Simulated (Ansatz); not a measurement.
# SiB2, relaxed, part 2 of 2

Wanted: the geometry at rest of SiB2 (a borrowed structure type, volume estimated), relaxing cell and atoms, and its electronic structure there.

Ansatz 0.2.0; DFT, LDA, no spin polarisation, plane waves, PAW. Relaxing cell and atoms.

### 3 The output, continued

The log, continued:

```text
SCF iter   2: F=—  HF=-1813.610781 eV  |F-HF|=—  |Δ(HF+E_count)|=   3.85e-4  Δρ=2.57e-4  dr2=3.72e-5  ethr=5.84e-6  ⟨swp⟩=2.5  Hψ=519  notcnv=0
SCF iter   3: F=—  HF=-1813.610769 eV  |F-HF|=—  |Δ(HF+E_count)|=   1.22e-5  Δρ=5.90e-5  dr2=1.21e-6  ethr=1.86e-7  ⟨swp⟩=2.3  Hψ=528  notcnv=0
iter 4 did not close the SCF: its close was put off for the readings that it lacked (scf_convergence_deferred on its scf_iter line)
SCF iter   4: F=-1813.610768 eV  HF=-1813.610768 eV  |F-HF|=1.98e-11  |Δ(HF+E_count)|=   4.03e-7  Δρ=6.65e-6  dr2=8.69e-9  ethr=6.06e-9  ⟨swp⟩=2.2  Hψ=554  notcnv=0
iter 5 did not close the SCF: its close was put off for the readings that it lacked (scf_convergence_deferred on its scf_iter line)
SCF iter   5: F=-1813.610768 eV  HF=-1813.610768 eV  |F-HF|=1.86e-11  |Δ(HF+E_count)|=  7.00e-10  Δρ=6.71e-7  dr2=8.92e-11  ethr=4.35e-11  ⟨swp⟩=2.0  Hψ=512  notcnv=0
SCF iter   6: F=-1813.610768 eV  HF=-1813.610768 eV  |F-HF|=2.27e-13  |Δ(HF+E_count)|=  2.71e-11  Δρ=5.15e-8  dr2=6.32e-13  ethr=1.00e-12  ⟨swp⟩=4.4  Hψ=1444  notcnv=0
SCF 6 converged in 6 iterations: F = -1813.610768 eV  dr2 = 6.32e-13
relax step   6: F+E_penalty+E_count = -1813.61076810 eV  Δ(F+E_penalty+E_count) = -1.125e-3 eV  max|allowed force component| = 4.570e-3 eV/Å  Δτ_max = 0.0043 Å  P = -0.007 GPa  Ω = 53.972 Å³  energy of the carried Pulay correction = +5.075e-3 eV  (6 SCF iters, dr2 threshold 6.00e-7 eV, accepted)
Crystal: 6 atoms, lattice volume = 53.964 Å³
iter 1 solved again at ethr=4.61e-9 eV; its pass at ethr=3.10e-3 eV (dr2=9.21e-7 eV) is discarded
SCF iter   1: F=—  HF=-1813.610783 eV  |F-HF|=—  |Δ(HF+E_count)|=         —  Δρ=4.75e-5  dr2=1.07e-6  ethr=4.61e-9  ⟨swp⟩=2.4  Hψ=2111  notcnv=0
preconditioner: auto → none  [insulator: Δε(μ)=0.248 eV  Ē_g=10.383 eV  σ=0.017 eV  W_gap=0.73  n_scr=4 (ndim 8)  ℏωp=22.6 eV  f_vac=0.000  D(μ)=0.70/eV (n_scr^D=2)  ε∞_Penn≈5.7]
SCF iter   2: F=—  HF=-1813.610783 eV  |F-HF|=—  |Δ(HF+E_count)|=   3.97e-7  Δρ=1.65e-5  dr2=1.08e-7  ethr=4.61e-9  ⟨swp⟩=2.5  Hψ=531  notcnv=0
iter 3 did not close the SCF: its close was put off for the readings that it lacked (scf_convergence_deferred on its scf_iter line)
SCF iter   3: F=-1813.610783 eV  HF=-1813.610783 eV  |F-HF|=7.46e-11  |Δ(HF+E_count)|=   3.88e-8  Δρ=1.81e-6  dr2=7.61e-10  ethr=5.42e-10  ⟨swp⟩=2.7  Hψ=554  notcnv=0
iter 4 did not close the SCF: its close was put off for the readings that it lacked (scf_convergence_deferred on its scf_iter line)
SCF iter   4: F=-1813.610783 eV  HF=-1813.610783 eV  |F-HF|=1.75e-11  |Δ(HF+E_count)|=  2.80e-11  Δρ=2.41e-7  dr2=2.98e-11  ethr=3.80e-12  ⟨swp⟩=2.0  Hψ=457  notcnv=0
iter 5 did not close the SCF: its close was put off for the readings that it lacked (scf_convergence_deferred on its scf_iter line)
SCF iter   5: F=-1813.610783 eV  HF=-1813.610783 eV  |F-HF|=4.55e-13  |Δ(HF+E_count)|=  4.77e-12  Δρ=4.77e-8  dr2=3.88e-13  ethr=1.00e-12  ⟨swp⟩=1.0  Hψ=336  notcnv=0
iter 6 did not close the SCF: its close was put off for the readings that it lacked (scf_convergence_deferred on its scf_iter line)
SCF iter   6: F=-1813.610783 eV  HF=-1813.610783 eV  |F-HF|=4.55e-13  |Δ(HF+E_count)|=  4.55e-13  Δρ=4.70e-9  dr2=5.80e-15  ethr=1.00e-12  ⟨swp⟩=1.0  Hψ=336  notcnv=0
SCF iter   7: F=-1813.610783 eV  HF=-1813.610783 eV  |F-HF|=4.55e-13  |Δ(HF+E_count)|=  9.09e-13  Δρ=1.22e-9  dr2=1.74e-15  ethr=1.00e-12  ⟨swp⟩=3.0  Hψ=1078  notcnv=0
SCF 7 converged in 7 iterations: F = -1813.610783 eV  dr2 = 1.74e-15
relax step   7: F+E_penalty+E_count = -1813.61078280 eV  Δ(F+E_penalty+E_count) = -1.470e-5 eV  max|allowed force component| = 2.307e-5 eV/Å  Δτ_max = 0.0002 Å  P = +0.000 GPa  Ω = 53.964 Å³  energy of the carried Pulay correction = +5.084e-3 eV  (7 SCF iters, accepted)
Initial wavefunctions: pseudopotential atomic-orbital guess (no wavefunctions were taken with the density)
iter 1 solved again at ethr=7.29e-8 eV; its pass at ethr=3.10e-3 eV (dr2=1.46e-5 eV) is discarded
SCF iter   1: F=—  HF=-1813.607101 eV  |F-HF|=—  |Δ(HF+E_count)|=         —  Δρ=1.64e-4  dr2=1.36e-6  ethr=7.29e-8  ⟨swp⟩=3.0  Hψ=3048  notcnv=0
SCF iter   2: F=—  HF=-1813.607098 eV  |F-HF|=—  |Δ(HF+E_count)|=   2.79e-6  Δρ=8.26e-5  dr2=3.37e-7  ethr=6.80e-9  ⟨swp⟩=1.0  Hψ=336  notcnv=0
SCF iter   3: F=—  HF=-1813.607099 eV  |F-HF|=—  |Δ(HF+E_count)|=   1.04e-6  Δρ=2.44e-6  dr2=2.91e-9  ethr=1.69e-9  ⟨swp⟩=2.0  Hψ=536  notcnv=0
iter 4 did not close the SCF: its close was put off for the readings that it lacked (scf_convergence_deferred on its scf_iter line)
SCF iter   4: F=-1813.607099 eV  HF=-1813.607099 eV  |F-HF|=1.16e-11  |Δ(HF+E_count)|=  3.13e-10  Δρ=3.30e-7  dr2=2.91e-11  ethr=1.46e-11  ⟨swp⟩=2.4  Hψ=511  notcnv=0
iter 5 did not close the SCF: its close was put off for the readings that it lacked (scf_convergence_deferred on its scf_iter line)
SCF iter   5: F=-1813.607099 eV  HF=-1813.607099 eV  |F-HF|=0.00e0  |Δ(HF+E_count)|=  3.41e-12  Δρ=4.57e-8  dr2=3.90e-13  ethr=1.00e-12  ⟨swp⟩=1.0  Hψ=336  notcnv=0
SCF iter   6: F=-1813.607099 eV  HF=-1813.607099 eV  |F-HF|=4.55e-13  |Δ(HF+E_count)|=  4.55e-13  Δρ=4.19e-9  dr2=3.32e-15  ethr=1.00e-12  ⟨swp⟩=3.5  Hψ=1237  notcnv=0
SCF 8 converged in 6 iterations: F = -1813.607099 eV  dr2 = 3.32e-15
relax step   8: F+E_penalty+E_count = -1813.60709936 eV  Δ(F+E_penalty+E_count) = +3.683e-3 eV  max|allowed force component| = 8.507e-4 eV/Å  Δτ_max = 0.0000 Å  P = -0.062 GPa  Ω = 53.964 Å³  stress off target by 1.24e-1 GPa  SCF on the basis re-selected at this cell (its energy is not comparable with the rows above)  (6 SCF iters)
basis re-selected at this cell: Δ(F+E_penalty+E_count) = +3.683e-3 eV, ΔP = -0.062 GPa vs the last step (what re-selecting the basis moved, of the pressure what is left beyond the Pulay correction that the steps carried, after the strain that the cell walked since its last selection, with what the two solves' SCF thresholds leave and, on support functions, any second-order correction that the steps lacked; it is no measure of the basis error at this ecutwfc). The dense FFT grid was sized anew with the basis: this SCF ran on 20×20×48 points, the steps before it on 20×20×54, so part of this shift can come from that change (see relax.cell in the input reference). This SCF's stress stands 1.24e-1 GPa from its target on what of the cell is left free (relax.cell.stress_tol is 5.00e-2 GPa) and its largest allowed force component is 8.51e-4 eV/Å (relax.f_tol is 3.00e-2 eV/Å): not within both, so this SCF does not close the relaxation
Crystal: 6 atoms, lattice volume = 53.946 Å³
iter 1 solved again at ethr=1.52e-8 eV; its pass at ethr=3.10e-3 eV (dr2=3.05e-6 eV) is discarded
SCF iter   1: F=—  HF=-1813.607132 eV  |F-HF|=—  |Δ(HF+E_count)|=         —  Δρ=5.81e-5  dr2=2.94e-6  ethr=1.52e-8  ⟨swp⟩=1.5  Hψ=1928  notcnv=0
preconditioner: auto → none  [insulator: Δε(μ)=0.250 eV  Ē_g=10.385 eV  σ=0.017 eV  W_gap=0.74  n_scr=4 (ndim 8)  ℏωp=22.6 eV  f_vac=0.000  D(μ)=0.71/eV (n_scr^D=2)  ε∞_Penn≈5.7]
SCF iter   2: F=—  HF=-1813.607131 eV  |F-HF|=—  |Δ(HF+E_count)|=   8.68e-7  Δρ=1.92e-5  dr2=2.14e-7  ethr=1.47e-8  ⟨swp⟩=2.3  Hψ=506  notcnv=0
iter 3 did not close the SCF: its close was put off for the readings that it lacked (scf_convergence_deferred on its scf_iter line)
SCF iter   3: F=-1813.607131 eV  HF=-1813.607131 eV  |F-HF|=1.34e-9  |Δ(HF+E_count)|=   7.38e-8  Δρ=3.26e-6  dr2=3.49e-9  ethr=1.07e-9  ⟨swp⟩=2.2  Hψ=523  notcnv=0
iter 4 did not close the SCF: its close was put off for the readings that it lacked (scf_convergence_deferred on its scf_iter line)
SCF iter   4: F=-1813.607131 eV  HF=-1813.607131 eV  |F-HF|=8.64e-12  |Δ(HF+E_count)|=  6.96e-10  Δρ=6.24e-7  dr2=7.25e-11  ethr=1.74e-11  ⟨swp⟩=2.2  Hψ=545  notcnv=0
iter 5 did not close the SCF: its close was put off for the readings that it lacked (scf_convergence_deferred on its scf_iter line)
SCF iter   5: F=-1813.607131 eV  HF=-1813.607131 eV  |F-HF|=2.27e-13  |Δ(HF+E_count)|=  1.21e-11  Δρ=3.71e-8  dr2=4.39e-13  ethr=1.00e-12  ⟨swp⟩=1.0  Hψ=336  notcnv=0
SCF iter   6: F=-1813.607131 eV  HF=-1813.607131 eV  |F-HF|=0.00e0  |Δ(HF+E_count)|=    0.00e0  Δρ=5.09e-9  dr2=4.63e-15  ethr=1.00e-12  ⟨swp⟩=3.4  Hψ=1194  notcnv=0
SCF 9 converged in 6 iterations: F = -1813.607131 eV  dr2 = 4.63e-15
relax step   9: F+E_penalty+E_count = -1813.60713072 eV  Δ(F+E_penalty+E_count) = -3.136e-5 eV  max|allowed force component| = 7.448e-4 eV/Å  Δτ_max = 0.0002 Å  P = -0.014 GPa  Ω = 53.946 Å³  energy of the carried Pulay correction = +2.462e-5 eV  (6 SCF iters, accepted)
iter 1 solved again at ethr=7.29e-8 eV; its pass at ethr=3.10e-3 eV (dr2=1.46e-5 eV) is discarded
SCF iter   1: F=—  HF=-1813.607132 eV  |F-HF|=—  |Δ(HF+E_count)|=         —  Δρ=1.82e-7  dr2=1.40e-11  ethr=7.29e-8  ⟨swp⟩=3.0  Hψ=3047  notcnv=0
eigensolver tolerance schedule: the retry pair's looser diagonalisation over-reported the residual by 1042335.78 of it (diagonalisation noise at an unbounded share of the residual, at the tolerance the schedule requests for it); recorded, not acted on — ethr = c·dr2/N_el stays at c = 1.0e-1
preconditioner: auto → none  [insulator: Δε(μ)=0.249 eV  Ē_g=10.385 eV  σ=0.017 eV  W_gap=0.74  n_scr=4 (ndim 8)  ℏωp=22.6 eV  f_vac=0.000  D(μ)=0.71/eV (n_scr^D=2)  ε∞_Penn≈5.7]
SCF iter   2: F=—  HF=-1813.607131 eV  |F-HF|=—  |Δ(HF+E_count)|=   8.10e-7  Δρ=1.08e-7  dr2=5.53e-12  ethr=1.00e-12  ⟨swp⟩=3.2  Hψ=729  notcnv=0
iter 3 did not close the SCF: its close was put off for the readings that it lacked (scf_convergence_deferred on its scf_iter line)
SCF iter   3: F=-1813.607131 eV  HF=-1813.607131 eV  |F-HF|=1.82e-12  |Δ(HF+E_count)|=  9.09e-13  Δρ=6.76e-8  dr2=2.00e-12  ethr=1.00e-12  ⟨swp⟩=1.0  Hψ=336  notcnv=0
iter 4 did not close the SCF: its close was put off for the readings that it lacked (scf_convergence_deferred on its scf_iter line)
SCF iter   4: F=-1813.607131 eV  HF=-1813.607131 eV  |F-HF|=9.09e-13  |Δ(HF+E_count)|=  9.09e-13  Δρ=4.26e-8  dr2=7.57e-13  ethr=1.00e-12  ⟨swp⟩=1.0  Hψ=336  notcnv=0
iter 5 did not close the SCF: its close was put off for the readings that it lacked (scf_convergence_deferred on its scf_iter line)
SCF iter   5: F=-1813.607131 eV  HF=-1813.607131 eV  |F-HF|=4.55e-13  |Δ(HF+E_count)|=  6.82e-13  Δρ=2.96e-8  dr2=3.62e-13  ethr=1.00e-12  ⟨swp⟩=1.0  Hψ=336  notcnv=0
iter 6 did not close the SCF: its close was put off for the readings that it lacked (scf_convergence_deferred on its scf_iter line)
SCF iter   6: F=-1813.607131 eV  HF=-1813.607131 eV  |F-HF|=9.09e-13  |Δ(HF+E_count)|=  6.82e-13  Δρ=1.67e-8  dr2=1.15e-13  ethr=1.00e-12  ⟨swp⟩=1.0  Hψ=336  notcnv=0
SCF iter   7: F=-1813.607131 eV  HF=-1813.607131 eV  |F-HF|=4.55e-13  |Δ(HF+E_count)|=    0.00e0  Δρ=9.79e-9  dr2=4.00e-14  ethr=1.00e-12  ⟨swp⟩=2.4  Hψ=1024  notcnv=0
SCF 10 converged in 7 iterations: F = -1813.607131 eV  dr2 = 4.00e-14
relax step  10: F+E_penalty+E_count = -1813.60713072 eV  Δ(F+E_penalty+E_count) = +2.274e-13 eV  max|allowed force component| = 7.447e-4 eV/Å  Δτ_max = 0.0000 Å  P = -0.015 GPa  Ω = 53.946 Å³  stress off target by 3.42e-2 GPa  SCF on the basis re-selected at this cell (its energy is not comparable with the rows above)  (7 SCF iters)
basis re-selected at this cell: Δ(F+E_penalty+E_count) = +2.274e-13 eV, ΔP = -0.000 GPa vs the last step (what re-selecting the basis moved, of the pressure what is left beyond the Pulay correction that the steps carried, after the strain that the cell walked since its last selection, with what the two solves' SCF thresholds leave and, on support functions, any second-order correction that the steps lacked; it is no measure of the basis error at this ecutwfc). This SCF's stress stands 3.42e-2 GPa from its target on what of the cell is left free (relax.cell.stress_tol is 5.00e-2 GPa) and its largest allowed force component is 7.45e-4 eV/Å (relax.f_tol is 3.00e-2 eV/Å): within both
SCF converged after 7 iterations
Free energy (F): -1813.607131 eV
Harris-Foulkes:  -1813.607131 eV  (|F-HF|=4.55e-13)
Internal energy: -1813.606371 eV  (E = F + TS)
E sigma→0 (E₀):  -1813.606751 eV
Entropy (-TS):   -0.000759 eV (-0.127 meV/atom)
Fermi energy:    10.697822 eV
--- Per-component energies (eV) ---
  E_band       = 88.827065
  E_kinetic    = 287.517370
  E_local      = -89.894518  (includes V_loc(G=0)·N_el)
  E_nonlocal   = 100.718973
  E_hartree    = 30.519194
  E_xc         = -242.280362
  E_vxc        = -252.708491  (∫ρ·V_xc dr)
  E_paw        = -1262.057362  (= ΣΔE_a)
  E_vpaw       = -17.844652  (= ΣTr[D̂ρ^β])
  E_aug_tail   = -0.000002  (compensation charges beyond the density's cutoff)
  E_ewald      = -638.481662
  E_core_change = 0.351999  (= ΣΔE_core)
  E_smearing   = -0.000759  (= −TS)
  E_closure    = -0.000000  (closes the sum)
  Σ components = -1813.607131   (vs F -1813.607131, Δ=0.00e0)
--- Forces (eV/Å), atoms counted from 1 ---
  atom   1  Si     0.00000000     0.00000000     0.00000000
  atom   2  Si     0.00000000    -0.00000000     0.00000000
  atom   3  B      0.00000000     0.00000000     0.00074471
  atom   4  B     -0.00000000    -0.00000000     0.00074471
  atom   5  B      0.00000000     0.00000000    -0.00074471
  atom   6  B     -0.00000000    -0.00000000    -0.00074471
  max |Σ_I F_I| component: 1.11e-16 eV/Å
--- Stress (GPa, compression-positive) ---
       -0.004971       0.000000       0.000000
        0.000000      -0.004971       0.000000
        0.000000       0.000000      -0.034156
  P = ⅓ Tr σ = -0.0147 GPa (-0.147 kbar)
--- Band table (eV; the first three rows and the last of 21) ---
  k-point 0: bands = ["-4.8007", "-2.5857", "-1.9800", "3.8514", "6.6035", "10.0544", "10.0544", "10.6806", "10.6806", "14.7418", "16.1972", "16.1972", "17.1566", "17.1566", "17.3805", "17.6631"]
  k-point 1: bands = ["-4.6441", "-3.4096", "-0.8623", "2.5936", "8.0971", "10.1330", "10.1330", "10.5726", "10.5726", "13.1733", "16.3464", "16.3464", "17.4178", "17.4178", "17.4747", "17.5195"]
  k-point 2: bands = ["-4.1765", "-4.1765", "0.7715", "0.7715", "10.3385", "10.3385", "10.3385", "10.3385", "10.5930", "10.5930", "16.7779", "16.7779", "16.7779", "16.7779", "17.7443", "17.7443"]
  k-point 20: bands = ["0.9858", "0.9858", "1.7664", "1.7664", "3.7054", "3.7054", "5.6347", "5.6347", "7.7286", "7.7286", "9.7099", "9.7099", "15.0695", "15.0695", "17.3347", "17.3347"]
--- Relaxed structure (8 steps of the walk, 8 accepted, 2 SCFs on fresh bases) ---
  F+E_penalty+E_count = -1813.60713072 eV   max|allowed force component| = 7.447e-4 eV/Å   (the final SCF, on the basis selected at the relaxed cell)
  cell:  # Å, volume = 53.9457 Å³
    - [1.475153338052561, 2.5550405304618637, 0.0]
    - [-1.475153338052561, 2.5550405304618637, 0.0]
    - [0.0, 0.0, 7.156355096066873]
  atoms:
    - { symbol: Si, position: [0.3333333333333333, 0.3333333333333333, 0.24999999999999997] }
    - { symbol: Si, position: [0.6666666666666666, 0.6666666666666666, 0.75] }
    - { symbol: B, position: [0.3333333333333333, 0.3333333333333333, 0.527329011937302] }
    - { symbol: B, position: [0.6666666666666666, 0.6666666666666666, 0.027329011937301872] }
    - { symbol: B, position: [0.3333333333333333, 0.3333333333333333, 0.9726709880626979] }
    - { symbol: B, position: [0.6666666666666666, 0.6666666666666666, 0.4726709880626982] }
--- Löwdin populations: 6 sites ---
  site symbol       q [e]
     0     Si      3.1511
     1     Si      3.1511
     2      B      3.3648
     3      B      3.3648
     4      B      3.3648
     5      B      3.3648
  spilling = 0.011938 (of n_electrons = 20.000000)
--- Bader charges: 6 sites ---
  site symbol  charge [e]  shift [e]
     0     Si      1.1126     0.0162
     1     Si      1.1126     0.0162
     2      B     -0.5563     0.0081
     3      B     -0.5563     0.0081
     4      B     -0.5563     0.0081
     5      B     -0.5563     0.0081
  estimated error of the sums over rays = 2.9e-4 e
```

Run time: 74 s. Hardware: 2 threads of Arm Neoverse N1, shared host; peak memory 0.37 GiB.

The steps of the relaxation:

| step | energy from step 1 (eV/cell) | largest force component (eV/Å) | pressure (GPa) | volume (Å³) |
| --- | --- | --- | --- | --- |
| 1 | 0.0000 | 2.1572 | -18.35 | 58.67 |
| 2 | -0.9364 | 1.5945 | -11.70 | 56.20 |
| 3 | -1.2384 | 0.3386 | 3.77 | 53.28 |
| 4 | -1.3703 | 0.0901 | 2.60 | 53.05 |
| 5 | -1.3952 | 0.0783 | -0.78 | 54.12 |
| 6 | -1.3963 | 0.0046 | -0.01 | 53.97 |
| 7 | -1.3963 | 0.0000 | 0.00 | 53.96 |
| 8 | -1.3927 | 0.0009 | -0.06 | 53.96 |
| 9 | -1.3927 | 0.0007 | -0.01 | 53.95 |
| 10 | -1.3927 | 0.0007 | -0.01 | 53.95 |

Step 1 is the start. Steps 8, 10 repeat the geometry before on a plane-wave basis chosen anew for that cell, so the energy can jump there without any move; the table keeps such jumps.

| input's cell | before | after | change |
| --- | --- | --- | --- |
| a (Å) | 2.973 | 2.950 | -0.8 % |
| b (Å) | 2.973 | 2.950 | -0.8 % |
| c (Å) | 7.666 | 7.156 | -6.6 % |
| volume (Å³/atom) | 9.78 | 8.99 | -8.1 % |

The largest move, 0.15 Å, apart from the change of the cell, is shared by several atoms, B6 among them.

### 4 States by energy

Counts of states in windows (eV from the Fermi level; tetrahedra), total and projected:

| from | to | total | B s | B p | Si s | Si p |
| --- | --- | --- | --- | --- | --- | --- |
| -8.0 | -7.0 | 1.48 | 0.20 | 0.79 | 0.09 | 0.39 |
| -7.0 | -6.0 | 1.19 | 0.13 | 0.66 | 0.05 | 0.35 |
| -6.0 | -5.0 | 1.50 | 0.14 | 0.84 | 0.06 | 0.45 |
| -5.0 | -4.0 | 1.71 | 0.15 | 1.12 | 0.05 | 0.37 |
| -4.0 | -3.0 | 1.91 | 0.17 | 1.27 | 0.10 | 0.34 |
| -3.0 | -2.0 | 2.15 | 0.19 | 1.44 | 0.14 | 0.34 |
| -2.0 | -1.0 | 1.54 | 0.13 | 0.97 | 0.14 | 0.26 |
| -1.0 | 0.0 | 1.50 | 0.14 | 0.67 | 0.24 | 0.40 |
| 0.0 | 1.0 | 1.32 | 0.11 | 0.45 | 0.21 | 0.47 |
| 1.0 | 2.0 | 1.47 | 0.17 | 0.52 | 0.22 | 0.41 |
| 2.0 | 3.0 | 1.16 | 0.14 | 0.38 | 0.20 | 0.29 |
| 3.0 | 4.0 | 1.93 | 0.15 | 0.61 | 0.37 | 0.59 |

### 5 Atomic charges

Gathered by element (positive charge: electrons given up): Löwdin charges also hold the electrons that the projection spills.

| element | atoms | Bader charge (e) | Bader volume (Å³) | Löwdin charge (e) |
| --- | --- | --- | --- | --- |
| Si | 2 | +1.11 | 10.2 | +0.85 |
| B | 4 | -0.56 | 8.4 | -0.37 |

Löwdin charges rest on a small set of atomic orbitals that misses 1.2 % of the electrons, so they need not add up to the cell's charge and can differ from Bader's even in sign.

### 6 Real-space fields

Maps in the plane spanned by b and c at height 0.667 along a (axes of the input's cell), one cell: b runs left to right (9 points from zero), c bottom to top (22 points), 90° apart. These are the smooth PAW fields, not the true ones near the nuclei.

Valence density. Ten steps from '0' (0.07 e/Å³) to '9' (0.73 e/Å³), finer at the low end (step k begins (100^(k/10) - 1)/99 of the way up):
```
888899999
877889998
777789998
766788788
766786068
766786068
766788788
777789998
877889998
888899999
988999899
888899799
877899999
777788888
777777777
777776667
777776667
777777777
777788888
877899999
888899799
988999899
```

ELF. Ten even steps from '0' (0.00) to '9' (0.74):
```
966996469
766788888
655788888
744785458
755763536
755763536
744785458
655788888
766788888
966996469
977992029
966992029
755795259
655677777
777765556
777763336
777763336
777765556
655677777
755795259
966992029
977992029
```

Atoms within 0.2 Å of the plane, in fractions of b and c: Si at (0.67, 0.75), B at (0.67, 0.03), B at (0.67, 0.47).

At the density minimum on some short contacts:

| contact | length (Å) | minimum at (fraction) | density (e/Å³) | ELF |
| --- | --- | --- | --- | --- |
| B3–B6 | 1.748 | none clear | – | – |
| Si1–B3 | 1.985 | none clear | – | – |

```
fraction  B3–B6  Si1–B3
     0.2   0.75   0.225
     0.3  0.906   0.413
     0.4  0.887   0.539
     0.5  0.853   0.582
     0.6  0.887   0.633
     0.7  0.906   0.709
     0.8   0.75   0.669
```

(Smooth valence density in e/Å³ at fractions of each contact.)

### 7 Results

The summary covers parts 1 to 2.

| quantity | value |
| --- | --- |
| moves | 7 |
| energy gained | 232.7 meV/atom |
| largest move | 0.15 Å (B) |
| space group (0.01 Å), before / after | P6_3/mmc / P6_3/mmc |
| cell | a = 2.950 Å, b = 2.950 Å, c = 7.156 Å, α = 90.00°, β = 90.00°, γ = 60.00° |
| volume | 8.99 Å³/atom (-8.1 %) |
| pressure at the end | -0.01 GPa |
| formation energy (elements from separate runs) | 0.46 eV/atom |
| character | metal |
| density of states, mean within 0.25 eV of the Fermi level | 1.1 per eV per cell |
| Bader charges | Si +1.11, B -0.56 e |

In words: The volume shrank by 8.1 %, and the largest move of an atom is 0.15 Å apart from the change of the cell; the energy fell by 232.7 meV per atom. The run held to 24 symmetry operations, so a lower structure without them is not ruled out. The cell is metallic; within 0.25 eV of the Fermi level the density of states averages 1.1 per eV per cell, mostly Si p (35 %), B p (34 %) and Si s (18 %). Si loses most charge (+1.11 e on average) and B gains most (-0.56 e). Set against separate runs on the elements (Si diamond, alpha-rhombohedral (B12)), it forms at 0.46 eV per atom, so at this geometry it is not bound against them.

Caveats: the k mesh is coarse for a cell without a gap.
